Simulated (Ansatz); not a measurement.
**NbVTe3: properties of a relaxed candidate**

The task, for NbVTe3: compute bands, density of states and charges.

Method: DFT PBE, scalar-relativistic, plane waves, PAW, in Ansatz 0.2.0.

2 further runs of the same task are left out: 1 that didn't finish, 1 set aside as unsound or not needed. Runs told in other sessions of the task aren't counted.

## 1. Starting point

It takes space group Pm-3m (No. 221, cubic). The conventional cell has a = 5.412 Å, b = 5.412 Å, c = 5.412 Å, α = 90.00°, β = 90.00°, γ = 90.00°. Around Nb (site symmetry m-3m) lie 6 Te at 2.71 Å. V (site symmetry m-3m) is surrounded by 12 Te at 3.83 Å. Te (site symmetry 4/mmm) has 2 Nb at 2.71 Å and 4 V at 3.83 Å in its first shell of neighbours.

Structure file:

```cif
data_structure
_symmetry_space_group_name_H-M 'Pm-3m'
_symmetry_Int_Tables_number 221
_cell_length_a 5.4122
_cell_length_b 5.4122
_cell_length_c 5.4122
_cell_angle_alpha 90.000
_cell_angle_beta 90.000
_cell_angle_gamma 90.000
_cell_volume 158.54
loop_
_atom_site_label
_atom_site_type_symbol
_atom_site_symmetry_multiplicity
_atom_site_Wyckoff_symbol
_atom_site_fract_x
_atom_site_fract_y
_atom_site_fract_z
_atom_site_occupancy
Nb1 Nb 1 b 0.50000 0.50000 0.50000 1
V1 V 1 a 0.00000 0.00000 0.00000 1
Te1 Te 3 c 0.50000 0.50000 0.00000 1
```

The cell was relaxed beforehand at this level, from a database cell with other species swapped in; it is a trial structure. At a tolerance of 0.05 Å it has space group Pm-3m (No. 221); it has 31.71 Å³/atom, an uncorrected energy of +0.63 eV/atom over the elements.

## 2. Static run: bands, density of states and charges

File input.yaml:

```yaml
crystal:
  lattice:
    - [5.4122177222, 0.0, 0.0]
    - [0.0, 5.4122177222, 0.0]
    - [0.0, 0.0, 5.4122177222]
  atoms:
    - { symbol: Nb, position: [0.5, 0.5, 0.5], spin: 0.56 }
    - { symbol: V, position: [0.0, 0.0, 0.0], spin: 3.99 }
    - { symbol: Te, position: [0.5, 0.5, 0.0], spin: -0.14 }
    - { symbol: Te, position: [0.0, 0.5, 0.5], spin: -0.14 }
    - { symbol: Te, position: [0.5, 0.0, 0.5], spin: -0.14 }
basis:
  ecutwfc: 420
kpoints:
  mp_grid: { grid: [8, 8, 8] }
  band_path:
    path:
      - [[0.0, 0.0, 0.0], [0.0, 0.5, 0.0], [0.5, 0.5, 0.0], [0.0, 0.0, 0.0], [0.5, 0.5, 0.5], [0.0, 0.5, 0.0]]
      - [[0.5, 0.5, 0.5], [0.5, 0.5, 0.0]]
    npoints: 14
hamiltonian:
  xc: pbe
scf:
  occupations: { method: gaussian, width: 0.1 }
  n_extra_bands: 12
output:
  forces: true
  stress: true
  eigenvalues: true
  populations: true
  dos: { projected: true, de: 0.02, nscf_kmesh: { grid: [10, 10, 10] } }
  bader: true
  write_density: true
  write_potential: true
  elf: true
  volumetric_format: npy
magnetization:
  spin_polarized: true
checkpoint:
  read: start.run
  write: ck
  compress: false
  write_wavefunctions: false
  write_every: 100000
```

Launch:

```
ansatz run input.yaml --threads 1 --pin off --max-ram 2560MiB --backend cpu --events-out ev --progress --plain --runs-dir out
```

Q: Predict the outcome of this session. Wanted: gap; states at the Fermi level; Bader charges.

**Answer**, as computed:

```
                 quantity                          value
                      gap                   none (metal)
states at the Fermi level           5.23 per eV per cell
            Bader charges  Nb +1.17, V +0.76, Te -0.64 e
```

What this shows: Bands cross the Fermi level: a metal at this level of theory. Of the projected weight within 0.25 eV of the Fermi level, the largest part is V 3d (61 %) and Te 5p (20 %). Bader charges reach 1.2 e, so charge transfer in this metal is strong. Spin-orbit coupling is left out, which matters for the bands of Te. Other magnetic orders were not searched.
